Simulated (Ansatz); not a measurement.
**MoF: from a guess to a relaxed structure**

Aim: relax a trial structure of MoF and see where it ends.

Program: Ansatz 0.2.0. Level of theory: DFT PBE, scalar-relativistic, plane waves, PAW. These are calculated values, not measurements.

## (1) The starting structure

It takes space group Fm-3m (No. 225, cubic). Conventional cell: a = 4.949 Å, b = 4.949 Å, c = 4.949 Å, α = 90.00°, β = 90.00°, γ = 90.00°. Around Mo (site symmetry m-3m) lie 6 F at 2.47 Å. F (site symmetry m-3m) has 6 Mo at 2.47 Å in its first shell of neighbours.

As a file:

```cif
data_structure
_symmetry_space_group_name_H-M 'P 1'
_symmetry_Int_Tables_number 1
_cell_length_a 3.4992
_cell_length_b 3.4992
_cell_length_c 3.4992
_cell_angle_alpha 60.000
_cell_angle_beta 60.000
_cell_angle_gamma 60.000
_cell_volume 30.30
loop_
_atom_site_label
_atom_site_type_symbol
_atom_site_fract_x
_atom_site_fract_y
_atom_site_fract_z
_atom_site_occupancy
Mo1 Mo 0.00000 0.00000 0.00000 1
F1 F 0.50000 0.50000 0.50000 1
```

A structure generator made this guess: species swapped into a database cell of SmAs (Fm-3m, No. 225), with F on the Sm sites and Mo on the As sites. Lengths come from tabulated atomic sizes and are only a guess.

## (2) The guess as it stands, on a coarse mesh

Contents of input.yaml:

```yaml
crystal:
  lattice:
    - [0.0, 2.47432006, 2.47432006]
    - [2.47432006, 0.0, 2.47432006]
    - [2.47432006, 2.47432006, 0.0]
  atoms:
    - { symbol: Mo, position: [0.0, 0.0, 0.0], spin: 1.0 }
    - { symbol: F, position: [0.5, 0.5, 0.5] }
basis:
  ecutwfc: 420
kpoints:
  mp_grid: { grid: [6, 6, 6] }
hamiltonian:
  xc: pbe
scf:
  occupations: { method: gaussian, width: 0.1 }
  lower_state_search: "off"
output:
  forces: true
  stress: true
  eigenvalues: true
  populations: true
magnetization:
  spin_polarized: true
```

On the command line:

```bash
ansatz run input.yaml --threads 1 --pin off --max-ram 2560MiB --backend cpu --events-out ev --progress --plain --runs-dir out
```

What it wrote (excerpt; [...] marks lines left out):

```text
Warning: RAYON_NUM_THREADS=1 ignored (pool sized by the plan → 1); use --threads N
[...]
Pseudopotentials: kind: paw
Pseudopotential: Mo, paw, valence charge 14, recommended cutoff 420 eV (normal), Mo.paw.azcp
Pseudopotential: F, paw, valence charge 7, recommended cutoff 420 eV (normal), F.paw.azcp
Functional definition: PBE
[...]
Crystal: 2 atoms, lattice volume = 30.297 Å³
Basis set: ecut = 420 eV, 609 PW (Γ), exchange–correlation on 48×48×48 points (8 copies of the dense FFT grid, shifted against one another)
Bands: 15, of which v1, the nominal top of the filled ones, is band 11 counted from 1 (10 counted from 0)
Symmetry: 48 space group operations
Space group: Fm-3m (ITA 225), of the structure as read, at distance tolerance 3.1e-5 Å
Magnetic group: BNS 225.116 (UNI 1618), of the structure as read, at distance tolerance 3.1e-5 Å
k-points: 16 of 216
[...]
Starting moments: Σ|m| = 1 μB on 1 of 2 sites
[...]
SCF iter   1: F=—  HF=-5762.634248 eV  |F-HF|=—  |Δ(HF+E_count)|=         —  Δρ=1.25e-1 (↑1.17e-1 ↓1.25e-1)  dr2=1.59e1  dr2_m=1.06e-1  M=1.629 μB ∫|m|=1.629 μB  β_m=1.00  ethr=3.10e-3  ⟨swp⟩=5.0  Hψ=2348  notcnv=0
[...]
spin=Collinear: Kerker preconditioning applied to the charge; magnetization (m = ρ↑ − ρ↓) channel mixes plain (no charge-response kernel on spin).
[...]
SCF iter  44: F=-5760.392271 eV  HF=-5760.392271 eV  |F-HF|=4.34e-9  |Δ(HF+E_count)|=  1.00e-11  Δρ=3.68e-6 (↑3.68e-6 ↓1.61e-6)  dr2=5.67e-9  dr2_m=8.04e-10  M=3.368 μB ∫|m|=3.368 μB  ethr=2.70e-11  ⟨swp⟩=1.8  Hψ=1653  notcnv=0
[...]
SCF converged after 44 iterations
Magnetization: 3.3684 μB (12.1842 up, 8.8158 down)
Absolute magnetization: 3.3685 μB (∫|ρ↑−ρ↓|, with the PAW one-centre terms)
Spin contamination: 0.0076 ħ² per cell (⟨S²⟩ above its minimum at these occupations)
Per-site moments (μB) at R_I (Å): [(2.247435957504068, 1.02065702475), (0.16029748753176976, 1.02065702475)]
Free energy (F): -5760.392271 eV
[...]
E sigma→0 (E₀):  -5760.386404 eV
Entropy (-TS):   -0.011736 eV (-5.868 meV/atom)
Fermi energy:    12.898041 eV
[...]
--- Forces (eV/Å), atoms counted from 1 ---
  atom   1  Mo     0.00000000     0.00000000    -0.00000000
  atom   2  F      0.00000000    -0.00000000    -0.00000000
[...]
--- Stress (GPa, compression-positive) ---
       -1.631282       0.000000      -0.000000
        0.000000      -1.631282       0.000000
        0.000000       0.000000      -1.631282
  P = ⅓ Tr σ = -1.6313 GPa (-16.313 kbar)
--- Band table (eV; the first three rows and the last of 32) ---
  k-point 0 ↑: bands = ["-49.1060", "-23.2217", "-23.2217", "-23.2217", "-12.9711", "5.8774", "5.8774", "5.8774", "9.4968", "10.8426", "10.8426", "10.8426", "11.8777", "11.8777", "22.5435"]
[...]
--- Löwdin populations: 2 sites ---
  site symbol       q [e]    m [muB]
     0     Mo     13.4581     3.2201
     1      F      7.4731     0.1257
  spilling = 0.003277 (of n_electrons = 21.000000)
```

It took 16 s on 1 thread of Intel Xeon at 2.50GHz (Skylake/Cascade Lake), shared host; peak memory 0.32 GiB.

By site:

```tsv
atom	moment in the atom's sphere (μB)	Löwdin electrons
Mo1	2.25	13.46
F2	0.16	7.47
```

Read-out: pressure -1.6 GPa, largest force 0.00 eV/Å, gap on this mesh none (metal). The relaxation goes to the converged mesh at once.

## (3) Full relaxation

Contents of input.yaml:

```yaml
crystal:
  lattice:
    - [0.0, 2.47432006, 2.47432006]
    - [2.47432006, 0.0, 2.47432006]
    - [2.47432006, 2.47432006, 0.0]
  atoms:
    - { symbol: Mo, position: [0.0, 0.0, 0.0], spin: 2.47 }
    - { symbol: F, position: [0.5, 0.5, 0.5], spin: 0.18 }
basis:
  ecutwfc: 420
kpoints:
  mp_grid: { grid: [20, 20, 20] }
hamiltonian:
  xc: pbe
scf:
  occupations: { method: gaussian, width: 0.1 }
output:
  forces: true
  stress: true
  eigenvalues: true
  populations: true
  write_density: true
  write_potential: true
  elf: true
  volumetric_format: npy
magnetization:
  spin_polarized: true
relax:
  adjacent_minimum: "off"
  f_tol: 0.01
  max_steps: 80
  cell: { stress_tol: 0.05 }
```

On the command line:

```bash
ansatz run input.yaml --threads 1 --pin off --max-ram 2560MiB --backend cpu --events-out ev --progress --plain --runs-dir out
```

What it wrote:

```text
Warning: RAYON_NUM_THREADS=1 ignored (pool sized by the plan → 1); use --threads N
Engine: ansatz 0.2.0, x86_64-unknown-linux-gnu
Pseudopotentials: kind: paw
Pseudopotential: Mo, paw, valence charge 14, recommended cutoff 420 eV (normal), Mo.paw.azcp
Pseudopotential: F, paw, valence charge 7, recommended cutoff 420 eV (normal), F.paw.azcp
Functional definition: PBE
  parameter kappa = 0.804
  parameter beta = 0.06672455060314922
  exchange = pbe_x(kappa = kappa, mu = beta*pi^2/3)
  correlation = pbe_c(beta = beta)
Crystal: 2 atoms, lattice volume = 30.297 Å³
Basis set: ecut = 420 eV, 609 PW (Γ), exchange–correlation on 48×48×48 points (8 copies of the dense FFT grid, shifted against one another)
Bands: 16, of which v1, the nominal top of the filled ones, is band 11 counted from 1 (10 counted from 0)
Symmetry: 48 space group operations
Space group: Fm-3m (ITA 225), of the structure as read, at distance tolerance 3.1e-5 Å
Magnetic group: BNS 225.116 (UNI 1618), of the structure as read, at distance tolerance 3.1e-5 Å
k-points: 256 of 8000
Non-local potential: Mo, projectors of the file, l = 0: 3, l = 1: 2, l = 2: 2, l = 3: 1
Non-local potential: F, projectors of the file, l = 0: 2, l = 1: 2, l = 2: 1
PAW form: soft (Blöchl's): semilocal exchange-correlation on the pseudo side does not see the compensation charge
PAW one-centre angular grid: Mo, 590 points (default); XC on 64 Gauss nodes
PAW one-centre angular grid: F, 110 points (default); XC on 64 Gauss nodes
Initial density: superposition of atomic densities (chi_scale 0.1, normalization cell, long waves kept (reshape's long-wave potential 0.00 eV rms))
Starting moments: Σ|m| = 2.65 μB on 2 of 2 sites
Initial wavefunctions: pseudopotential atomic-orbital guess
Functional: x = pbe(κ = 0.804, μ = 0.2195149727645171), c = pbe(β = 0.06672455060314922)
SCF iter   1: F=—  HF=-5762.642092 eV  |F-HF|=—  |Δ(HF+E_count)|=         —  Δρ=1.02e-1 (↑1.02e-1 ↓8.91e-2)  dr2=9.28e0  dr2_m=6.05e-2  M=2.689 μB ∫|m|=2.689 μB  β_m=0.30  ethr=3.10e-3  ⟨swp⟩=5.4  Hψ=42840  notcnv=0
Mixer restart at iter 1: flushing history
preconditioner: auto → Kerker (q_TF=auto, 2.567 Å⁻¹)  [metal: Δε(μ)=0.002 eV  Ē_g=10.755 eV  σ=0.100 eV  W_gap=0.01  n_scr=14 (ndim 8)  ℏωp=24.3 eV  f_vac=0.000  D(μ)=3.23/eV (n_scr^D=50)]
spin=Collinear: Kerker preconditioning applied to the charge; magnetization (m = ρ↑ − ρ↓) channel mixes plain (no charge-response kernel on spin).
SCF iter   2: F=—  HF=-5760.538767 eV  |F-HF|=—  |Δ(HF+E_count)|=    2.10e0  Δρ=4.80e-2 (↑4.80e-2 ↓3.71e-2)  dr2=2.34e0  dr2_m=2.63e-2  M=2.718 μB ∫|m|=2.718 μB  β_m=0.43  ethr=3.10e-3  ⟨swp⟩=2.0  Hψ=18084  notcnv=0  defer=362
SCF iter   3: F=—  HF=-5759.913768 eV  |F-HF|=—  |Δ(HF+E_count)|=   6.25e-1  Δρ=1.69e-2 (↑1.69e-2 ↓1.55e-2)  dr2=1.26e-1  dr2_m=2.95e-3  M=2.741 μB ∫|m|=2.741 μB  β_m=0.71  ethr=3.10e-3  ⟨swp⟩=2.1  Hψ=17916  notcnv=0  defer=373
SCF iter   4: F=—  HF=-5760.379544 eV  |F-HF|=—  |Δ(HF+E_count)|=         —  Δρ=5.21e-3 (↑3.60e-3 ↓5.21e-3)  dr2=1.13e-2  dr2_m=2.61e-3  M=2.825 μB ∫|m|=2.825 μB  β_m=0.71  ethr=6.00e-4  ⟨swp⟩=2.0  Hψ=17990  notcnv=0  defer=407
Mixer restart at iter 4: flushing history
SCF iter   5: F=—  HF=-5760.405607 eV  |F-HF|=—  |Δ(HF+E_count)|=   2.61e-2  Δρ=2.73e-3 (↑1.68e-3 ↓2.73e-3)  dr2=4.96e-3  dr2_m=4.40e-4  M=2.835 μB ∫|m|=2.835 μB  β_m=0.86  ethr=5.40e-5  ⟨swp⟩=2.1  Hψ=12342  notcnv=0  defer=409
SCF iter   6: F=—  HF=-5760.409054 eV  |F-HF|=—  |Δ(HF+E_count)|=   3.45e-3  Δρ=1.31e-3 (↑1.31e-3 ↓1.12e-3)  dr2=4.50e-4  dr2_m=1.65e-4  M=2.866 μB ∫|m|=2.866 μB  β_m=0.90  ethr=2.36e-5  ⟨swp⟩=2.0  Hψ=13498  notcnv=0  defer=409
SCF iter   7: F=—  HF=-5760.409710 eV  |F-HF|=—  |Δ(HF+E_count)|=   6.56e-4  Δρ=7.74e-4 (↑7.74e-4 ↓5.36e-4)  dr2=5.80e-5  dr2_m=1.08e-4  M=2.882 μB ∫|m|=2.882 μB  β_m=0.95  ethr=2.14e-6  ⟨swp⟩=2.3  Hψ=16313  notcnv=0  defer=407
SCF iter   8: F=—  HF=-5760.409751 eV  |F-HF|=—  |Δ(HF+E_count)|=   4.14e-5  Δρ=6.90e-4 (↑6.90e-4 ↓6.22e-4)  dr2=2.37e-4  dr2_m=5.17e-5  M=2.899 μB ∫|m|=2.900 μB  β_m=0.98  ethr=2.76e-7  ⟨swp⟩=2.0  Hψ=12415  notcnv=0  defer=407
SCF iter   9: F=—  HF=-5760.409795 eV  |F-HF|=—  |Δ(HF+E_count)|=   4.35e-5  Δρ=1.11e-4 (↑1.11e-4 ↓9.01e-5)  dr2=2.10e-6  dr2_m=2.34e-6  M=2.910 μB ∫|m|=2.910 μB  β_m=0.99  ethr=2.76e-7  ⟨swp⟩=2.2  Hψ=12886  notcnv=0  defer=407
SCF iter  10: F=—  HF=-5760.409801 eV  |F-HF|=—  |Δ(HF+E_count)|=   5.89e-6  Δρ=5.58e-5 (↑5.58e-5 ↓3.45e-5)  dr2=1.81e-6  dr2_m=2.01e-7  M=2.915 μB ∫|m|=2.915 μB  β_m=0.99  ethr=1.00e-8  ⟨swp⟩=2.0  Hψ=13789  notcnv=0  defer=407
SCF iter  11: F=—  HF=-5760.409801 eV  |F-HF|=—  |Δ(HF+E_count)|=   2.58e-7  Δρ=1.12e-5 (↑1.12e-5 ↓9.88e-6)  dr2=3.77e-8  dr2_m=2.12e-8  M=2.915 μB ∫|m|=2.915 μB  β_m=1.00  ethr=8.64e-9  ⟨swp⟩=2.2  Hψ=11180  notcnv=0  defer=407
SCF iter  12: F=-5760.409801 eV  HF=-5760.409801 eV  |F-HF|=5.50e-10  |Δ(HF+E_count)|=   2.81e-8  Δρ=1.39e-6 (↑1.30e-6 ↓1.39e-6)  dr2=1.46e-9  dr2_m=2.99e-11  M=2.916 μB ∫|m|=2.916 μB  ethr=1.79e-10  ⟨swp⟩=7.2  Hψ=47194  notcnv=0
SCF 1 converged in 12 iterations: F = -5760.409801 eV  dr2 = 1.46e-9
relax step   1: F+E_penalty+E_count = -5760.40980106 eV  Δ(F+E_penalty+E_count) = +0.000e0 eV  max|allowed force component| = 1.006e-29 eV/Å  Δτ_max = 0.0000 Å  P = -5.043 GPa  Ω = 30.297 Å³  (12 SCF iters, dr2 threshold 1.00e-7 eV, accepted)
[... 16 lines left out ...]
relax step   2: F+E_penalty+E_count = -5760.46064889 eV  Δ(F+E_penalty+E_count) = -5.085e-2 eV  max|allowed force component| = 7.494e-30 eV/Å  Δτ_max = 0.0000 Å  P = -0.575 GPa  Ω = 28.156 Å³  energy of the carried Pulay correction = +5.681e-3 eV  (8 SCF iters, dr2 threshold 2.00e-7 eV, accepted)
[... 11 lines left out ...]
relax step   3: F+E_penalty+E_count = -5760.46163405 eV  Δ(F+E_penalty+E_count) = -9.852e-4 eV  max|allowed force component| = 9.072e-30 eV/Å  Δτ_max = 0.0000 Å  P = +0.221 GPa  Ω = 27.903 Å³  energy of the carried Pulay correction = +6.382e-3 eV  (7 SCF iters, dr2 threshold 2.00e-7 eV, accepted)
[... 9 lines left out ...]
relax step   4: F+E_penalty+E_count = -5760.46149606 eV  Δ(F+E_penalty+E_count) = +1.380e-4 eV  max|allowed force component| = 1.229e-29 eV/Å  Δτ_max = 0.0000 Å  P = +0.007 GPa  Ω = 27.970 Å³  energy of the carried Pulay correction = +6.197e-3 eV  (5 SCF iters, dr2 threshold 1.22e-7 eV, accepted)
[... 14 lines left out ...]
relax step   5: F+E_penalty+E_count = -5760.45779737 eV  Δ(F+E_penalty+E_count) = +3.699e-3 eV  max|allowed force component| = 1.420e-29 eV/Å  Δτ_max = 0.0000 Å  P = -0.306 GPa  Ω = 27.970 Å³  stress off target by 3.06e-1 GPa  SCF on the basis re-selected at this cell (its energy is not comparable with the rows above)  (9 SCF iters)
[... 12 lines left out ...]
relax step   6: F+E_penalty+E_count = -5760.45814212 eV  Δ(F+E_penalty+E_count) = -3.447e-4 eV  max|allowed force component| = 1.028e-28 eV/Å  Δτ_max = 0.0000 Å  P = +0.004 GPa  Ω = 27.874 Å³  energy of the carried Pulay correction = +2.543e-4 eV  (6 SCF iters, dr2 threshold 2.00e-7 eV, accepted)
[... 9 lines left out ...]
relax step   7: F+E_penalty+E_count = -5760.45786327 eV  Δ(F+E_penalty+E_count) = +2.789e-4 eV  max|allowed force component| = 8.625e-29 eV/Å  Δτ_max = 0.0000 Å  P = -0.009 GPa  Ω = 27.874 Å³  stress off target by 9.30e-3 GPa  SCF on the basis re-selected at this cell (its energy is not comparable with the rows above)  (6 SCF iters)
basis re-selected at this cell: Δ(F+E_penalty+E_count) = +2.789e-4 eV, ΔP = -0.013 GPa vs the last step (what re-selecting the basis moved, of the pressure what is left beyond the Pulay correction that the steps carried, after the strain that the cell walked since its last selection, with what the two solves' SCF thresholds leave and, on support functions, any second-order correction that the steps lacked; it is no measure of the basis error at this ecutwfc). This SCF's stress stands 9.30e-3 GPa from its target on what of the cell is left free (relax.cell.stress_tol is 5.00e-2 GPa) and its largest allowed force component is 8.62e-29 eV/Å (relax.f_tol is 1.00e-2 eV/Å): within both
SCF converged after 6 iterations
Magnetization: 2.4193 μB (11.7097 up, 9.2903 down)
Absolute magnetization: 2.4195 μB (∫|ρ↑−ρ↓|, with the PAW one-centre terms)
Spin contamination: 0.0066 ħ² per cell (⟨S²⟩ above its minimum at these occupations)
Per-site moments (μB) at R_I (Å): [(1.614229096743446, 0.9926904384566626), (0.11747574200184874, 0.9926904384566626)]
Free energy (F): -5760.457863 eV
Harris-Foulkes:  -5760.457863 eV  (|F-HF|=1.82e-12)
Internal energy: -5760.446299 eV  (E = F + TS)
E sigma→0 (E₀):  -5760.452081 eV
Entropy (-TS):   -0.011564 eV (-5.782 meV/atom)
Fermi energy:    14.299841 eV
--- Per-component energies (eV) ---
  E_band       = -140.610577
  E_kinetic    = 646.234376
  E_local      = -1459.806369  (includes V_loc(G=0)·N_el)
  E_nonlocal   = 220.651365
  E_hartree    = 495.354690
  E_xc         = -260.274047
  E_vxc        = -327.251559  (∫ρ·V_xc dr)
  E_paw        = -3402.774254  (= ΣΔE_a)
  E_vpaw       = -211.149771  (= ΣTr[D̂ρ^β])
  E_aug_tail   = 0.002071  (compensation charges beyond the density's cutoff)
  E_ewald      = -1999.834132
  E_smearing   = -0.011564  (= −TS)
  E_closure    = 0.000000  (closes the sum)
  Σ components = -5760.457863   (vs F -5760.457863, Δ=0.00e0)
--- Forces (eV/Å), atoms counted from 1 ---
  atom   1  Mo    -0.00000000     0.00000000     0.00000000
  atom   2  F      0.00000000    -0.00000000    -0.00000000
  max |Σ_I F_I| component: 1.47e-28 eV/Å
--- Stress (GPa, compression-positive) ---
       -0.009296      -0.000000      -0.000000
       -0.000000      -0.009296      -0.000000
       -0.000000      -0.000000      -0.009296
  P = ⅓ Tr σ = -0.0093 GPa (-0.093 kbar)
--- Band table (eV; the first three rows and the last of 512) ---
  k-point 0 ↑: bands = ["-47.6858", "-21.7419", "-21.7419", "-21.7419", "-11.9873", "6.9533", "6.9533", "6.9533", "11.1577", "12.2969", "12.2969", "12.2969", "13.3627", "13.3627", "24.3124", "32.4954"]
  k-point 1 ↑: bands = ["-47.6852", "-21.7485", "-21.7425", "-21.7425", "-11.9792", "6.8786", "6.9230", "6.9230", "11.2727", "12.2985", "12.3300", "12.3300", "13.4126", "13.4126", "24.3915", "31.8155"]
  k-point 2 ↑: bands = ["-47.6837", "-21.7676", "-21.7444", "-21.7444", "-11.9560", "6.6771", "6.8372", "6.8372", "11.5948", "12.3065", "12.4268", "12.4268", "13.5563", "13.5563", "24.5951", "30.6410"]
  k-point 255 ↓: bands = ["-46.3120", "-20.3992", "-20.3992", "-20.3547", "-11.6101", "6.2351", "6.3977", "6.3977", "13.8611", "13.8611", "15.0049", "16.4719", "16.7030", "21.2335", "22.2983", "22.2983"]
--- Relaxed structure (5 steps of the walk, 5 accepted, 2 SCFs on fresh bases) ---
  F+E_penalty+E_count = -5760.45786327 eV   max|allowed force component| = 8.625e-29 eV/Å   (the final SCF, on the basis selected at the relaxed cell)
  cell:  # Å, volume = 27.8740 Å³
    - [-1.4264547594301288e-33, 2.406522275046455, 2.406522275046455]
    - [2.406522275046455, -2.1719023297385343e-33, 2.406522275046455]
    - [2.406522275046455, 2.406522275046455, -3.1184212795100796e-34]
  atoms:
    - { symbol: Mo, position: [1.3783588462641374e-35, -1.2972789141318613e-35, -1.459438778398239e-35] }
    - { symbol: F, position: [0.49999999999999994, 0.49999999999999994, 0.49999999999999994] }
--- Löwdin populations: 2 sites ---
  site symbol       q [e]    m [muB]
     0     Mo     13.4873     2.3076
     1      F      7.4473     0.0977
  spilling = 0.003113 (of n_electrons = 21.000000)
```

Run time: 4.1 min. Hardware: 1 thread of Intel Xeon at 2.50GHz (Skylake/Cascade Lake), shared host; peak memory 0.52 GiB.

The steps of the relaxation:

| step | E - E(step 1) (eV/cell) | largest force component (eV/Å) | pressure (GPa) | volume (Å³) |
| --- | --- | --- | --- | --- |
| 1 | 0.0000 | 0.0000 | -5.04 | 30.30 |
| 2 | -0.0508 | 0.0000 | -0.57 | 28.16 |
| 3 | -0.0518 | 0.0000 | 0.22 | 27.90 |
| 4 | -0.0517 | 0.0000 | 0.01 | 27.97 |
| 5 | -0.0480 | 0.0000 | -0.31 | 27.97 |
| 6 | -0.0483 | 0.0000 | 0.00 | 27.87 |
| 7 | -0.0481 | 0.0000 | -0.01 | 27.87 |

Step 1 is the start. Steps 5, 7 each repeat the geometry before them on a plane-wave basis chosen anew, so the energy can jump there without any move.

Lengths and angles in the start's conventional setting:

|  | before | after | change |
| --- | --- | --- | --- |
| a (Å) | 4.949 | 4.813 | -2.7 % |
| b (Å) | 4.949 | 4.813 | -2.7 % |
| c (Å) | 4.949 | 4.813 | -2.7 % |
| volume (Å³/atom) | 15.15 | 13.94 | -8.0 % |
| shortest distance (Å) | 2.474 | 2.407 | -2.7 % |
| space group (0.01 Å) | Fm-3m | Fm-3m | same |

The run keeps the 48 symmetry operations of the start, so it could not have lowered the symmetry.

Per atom:

```tsv
atom	moment in the atom's sphere (μB)	Löwdin electrons
Mo1	1.61	13.49
F2	0.12	7.45
```

Axes a, b and c in the maps are those of this run's conventional cell (a, b, c = 4.813, 4.813, 4.813 Å).

Density in a lattice plane of the grid's cell (edges 4.81 and 4.81 Å, at 0.000 of the third edge), which holds Mo and F.

Ten even steps from '0' (0.13 e/Å³) to '9' (14.06 e/Å³):
```
443200000135753100000234
332100000012221000000123
110000000000000000000001
000000000000000000000000
000000000000000000000000
000000000000000000000000
000000000001110000000000
221000000123332100000012
753100000234443200000135
984100001244444210000148
753100000234443200000135
221000000123332100000012
000000000001110000000000
000000000000000000000000
000000000000000000000000
000000000000000000000000
110000000000000000000001
332100000012221000000123
443200000135753100000234
444210000148984100001244
```
Columns run along the first of these edges and rows up along the second, over one cell in 24 and 20 even steps from the bottom left corner. Atoms in the plane (fractional): Mo at (0.00, 0.00), Mo at (0.50, 0.50), F at (0.00, 0.50), F at (0.50, 1.00).

ELF in the same plane.

Values, 12 rows by 12 columns:
```
0.64 0.74 0.43 0.09 0.42 0.79 0.76 0.79 0.42 0.10 0.43 0.74
0.44 0.43 0.26 0.14 0.15 0.42 0.59 0.42 0.15 0.14 0.26 0.43
0.08 0.09 0.14 0.18 0.14 0.09 0.08 0.10 0.14 0.18 0.14 0.10
0.59 0.42 0.15 0.14 0.26 0.43 0.44 0.43 0.26 0.14 0.15 0.42
0.76 0.79 0.42 0.09 0.43 0.74 0.64 0.74 0.43 0.10 0.42 0.79
0.44 0.76 0.59 0.08 0.44 0.64 0.25 0.64 0.44 0.08 0.59 0.76
0.76 0.79 0.42 0.10 0.43 0.74 0.64 0.74 0.43 0.09 0.42 0.79
0.59 0.42 0.15 0.14 0.26 0.43 0.44 0.43 0.26 0.14 0.15 0.42
0.08 0.10 0.14 0.18 0.14 0.10 0.08 0.09 0.14 0.18 0.14 0.09
0.44 0.43 0.26 0.14 0.15 0.42 0.59 0.42 0.15 0.14 0.26 0.43
0.64 0.74 0.43 0.10 0.42 0.79 0.76 0.79 0.42 0.09 0.43 0.74
0.25 0.64 0.44 0.08 0.59 0.76 0.44 0.76 0.59 0.08 0.44 0.64
```
Columns run along the first of these edges and rows up along the second, over one cell in 12 and 12 even steps from the bottom left corner. Atoms in the plane (fractional): Mo at (0.00, 0.00), Mo at (0.50, 0.50), F at (0.00, 0.50), F at (0.50, 1.00).

Both are smooth fields of the valence electrons: close to the nuclei they are not physical.

Spin density (up less down) in a lattice plane of the grid's cell (edges 4.81 and 4.81 Å, at 0.000 of the third edge), which holds Mo and F.

Values in e/Å³, 12 rows by 12 columns:
```
0.48 0.49 0.24 0.06 0.01 0.03 0.11 0.03 0.01 0.06 0.24 0.49
0.31 0.24 0.11 0.04 0.01 0.01 0.01 0.01 0.01 0.04 0.11 0.24
0.07 0.06 0.04 0.03 0.04 0.06 0.07 0.06 0.04 0.03 0.04 0.06
0.01 0.01 0.01 0.04 0.11 0.24 0.31 0.24 0.11 0.04 0.01 0.01
0.11 0.03 0.01 0.06 0.24 0.49 0.48 0.49 0.24 0.06 0.01 0.03
0.31 0.11 0.01 0.07 0.31 0.48 0.54 0.48 0.31 0.07 0.01 0.11
0.11 0.03 0.01 0.06 0.24 0.49 0.48 0.49 0.24 0.06 0.01 0.03
0.01 0.01 0.01 0.04 0.11 0.24 0.31 0.24 0.11 0.04 0.01 0.01
0.07 0.06 0.04 0.03 0.04 0.06 0.07 0.06 0.04 0.03 0.04 0.06
0.31 0.24 0.11 0.04 0.01 0.01 0.01 0.01 0.01 0.04 0.11 0.24
0.48 0.49 0.24 0.06 0.01 0.03 0.11 0.03 0.01 0.06 0.24 0.49
0.54 0.48 0.31 0.07 0.01 0.11 0.31 0.11 0.01 0.07 0.31 0.48
```
Columns run along the first of these edges and rows up along the second, over one cell in 12 and 12 even steps from the bottom left corner. Atoms in the plane (fractional): Mo at (0.00, 0.00), Mo at (0.50, 0.50), F at (0.00, 0.50), F at (0.50, 1.00).

Maxima of ELF outside the ion cores: 0.80 in the shell around F, 0.6 Å from F.

[end of part 1 of 2]
